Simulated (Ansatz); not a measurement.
# C₆H₁₆F₂HfN₂: a ladder of functionals and wavefunction methods

The task here is to estimate one member of a computed series from the others.

Computed with Ansatz 0.2.0, Gaussian basis. Level: functionals in def2-TZVPP, the program's frozen cores in correlated methods.

Levels to be run: LDA (SPW92), PBE-D4, revPBE-D4, BLYP-D4, r2SCAN-D4, B97M-V, PBE0-D4, B3LYP-D4, r2SCANh-D4, r2SCAN0-D4, HSE06-D4, BHLYP-D4, CAM-B3LYP-D4, LC-ωPBE, ωB97X-V, ωB97M-V, B2PLYP, PBE-QIDH; CCSD(T)/def2-SVP; CCSD(T)/def2-TZVPP; MP2/def2-QZVPP; extrapolation to the limit; RPA on PBE.

## The geometry

All runs share one geometry, relaxed beforehand with PBE0-D4 in a triple-zeta def2 set. Hf takes the def2 core potential; no spin-orbit term is included.

27 atoms, charge 0, spin multiplicity 1.

Atoms are counted from 1 here; the program's logs count them from 0.

Bond lengths: C1–C2 1.516 Å, C1–H12 1.096 Å, C1–H13 1.091 Å, C1–H14 1.094 Å, C2–N3 1.445 Å, C2–H15 1.102 Å, C2–H16 1.101 Å, N3–C4 1.447 Å, N3–Hf5 2.029 Å, C4–H17 1.099 Å, C4–H18 1.099 Å, C4–H19 1.094 Å, Hf5–F6 1.928 Å, Hf5–F7 1.933 Å, Hf5–N8 2.023 Å, N8–C9 1.440 Å, N8–C10 1.452 Å, C9–H20 1.098 Å and more. Angles: C2–C1–H12 111.3°, C2–C1–H13 110.7°, C2–C1–H14 111.7°, H12–C1–H13 107.2°, H12–C1–H14 108.3°, H13–C1–H14 107.5°, C1–C2–N3 112.3°, C1–C2–H15 109.4°, C1–C2–H16 109.5°, N3–C2–H15 109.3°, N3–C2–H16 110.1°, H15–C2–H16 105.9°, C2–N3–C4 112.5°, C2–N3–Hf5 126.5°, C4–N3–Hf5 120.9°, N3–C4–H17 111.4°, N3–C4–H18 111.6°, N3–C4–H19 111.1° and more.

Set-up of the first run:

File in.yaml:

```yaml
crystal:
  periodic: [false, false, false]
  atoms:
    - {symbol: C, position_ang: [-1.525783, -2.447758, -0.105006]}
    - {symbol: C, position_ang: [-2.387440, -1.352821, 0.492213]}
    - {symbol: N, position_ang: [-1.965582, -0.034807, 0.076705]}
    - {symbol: C, position_ang: [-2.762472, 1.016227, 0.671883]}
    - {symbol: Hf, position_ang: [-0.437984, 0.402159, -1.185470]}
    - {symbol: F, position_ang: [-0.593839, 2.236792, -1.755638]}
    - {symbol: F, position_ang: [-0.293277, -0.781979, -2.706097]}
    - {symbol: N, position_ang: [1.260077, 0.229747, -0.100055]}
    - {symbol: C, position_ang: [1.510706, -0.148227, 1.266597]}
    - {symbol: C, position_ang: [2.454967, 0.519207, -0.873146]}
    - {symbol: C, position_ang: [3.193588, 1.780204, -0.451942]}
    - {symbol: H, position_ang: [-0.474467, -2.326818, 0.180213]}
    - {symbol: H, position_ang: [-1.845648, -3.428066, 0.251876]}
    - {symbol: H, position_ang: [-1.586463, -2.458915, -1.196770]}
    - {symbol: H, position_ang: [-2.352411, -1.417547, 1.591447]}
    - {symbol: H, position_ang: [-3.439482, -1.519444, 0.212769]}
    - {symbol: H, position_ang: [-2.700489, 0.994568, 1.768931]}
    - {symbol: H, position_ang: [-3.823067, 0.924277, 0.399167]}
    - {symbol: H, position_ang: [-2.424506, 2.002958, 0.341128]}
    - {symbol: H, position_ang: [1.954841, 0.663646, 1.856904]}
    - {symbol: H, position_ang: [0.575867, -0.429298, 1.755778]}
    - {symbol: H, position_ang: [2.195005, -1.008043, 1.325766]}
    - {symbol: H, position_ang: [3.138885, -0.343258, -0.839900]}
    - {symbol: H, position_ang: [2.176644, 0.620048, -1.935453]}
    - {symbol: H, position_ang: [2.534152, 2.649162, -0.512596]}
    - {symbol: H, position_ang: [3.563647, 1.703072, 0.572426]}
    - {symbol: H, position_ang: [4.054551, 1.954933, -1.101753]}
basis:
  gaussian: {orbitals: def2-TZVPP}
hamiltonian: {xc: lda}
output: {orbitals: {seedname: orbitals}}
```

The run is started by

```sh
> ansatz run in.yaml --threads 11 --pin off --events-out ev --progress --plain --max-ram 174080MiB --backend cuda --devices 0, --max-vram 75GiB
```

Steps of the session up to this table: LDA; PBE-D4 (GGA); revPBE-D4 (GGA); BLYP-D4 (GGA); r2SCAN-D4 (meta-GGA); B97M-V (meta-GGA); B3LYP-D4 (hybrid); r2SCANh-D4 (hybrid); r2SCAN0-D4 (hybrid); HSE06-D4 (hybrid); BHLYP-D4 (hybrid); CAM-B3LYP-D4 (range-separated); LC-ωPBE (range-separated); ωB97X-V (range-separated); ωB97M-V (range-separated); B2PLYP (double hybrid); PBE-QIDH (double hybrid).

One of the session's tables, all rows but one given; the rest of the session is left out.

It belongs to the step «Orbital energies across the functionals». 

| functional | HOMO (eV) | gap (eV) |
| --- | --- | --- |
| LDA (SPW92) | -5.32 | 4.31 |
| PBE-D4 | -5.16 | 4.45 |
| revPBE-D4 | -5.09 | 4.51 |
| BLYP-D4 | -5.05 | 4.46 |
| r2SCAN-D4 | -5.39 | 4.93 |
| B97M-V | -5.53 | 4.98 |
| PBE0-D4 | ? | ? |
| B3LYP-D4 | -6.24 | 6.13 |
| r2SCANh-D4 | -5.87 | 5.75 |
| r2SCAN0-D4 | -6.61 | 6.99 |
| HSE06-D4 | -6.04 | 5.85 |
| BHLYP-D4 | -7.67 | 8.38 |
| CAM-B3LYP-D4 | -7.81 | 8.67 |
| LC-ωPBE | -9.11 | 11.11 |
| ωB97X-V | -8.80 | 10.58 |
| ωB97M-V | -8.73 | 10.03 |

Q: Estimate the row for PBE0-D4 from the others.

**Answer.** HOMO (eV): -6.44; gap (eV): 6.61. In the column «HOMO (eV)» it lies between r2SCAN0-D4 (-6.61) and B3LYP-D4 (-6.24).
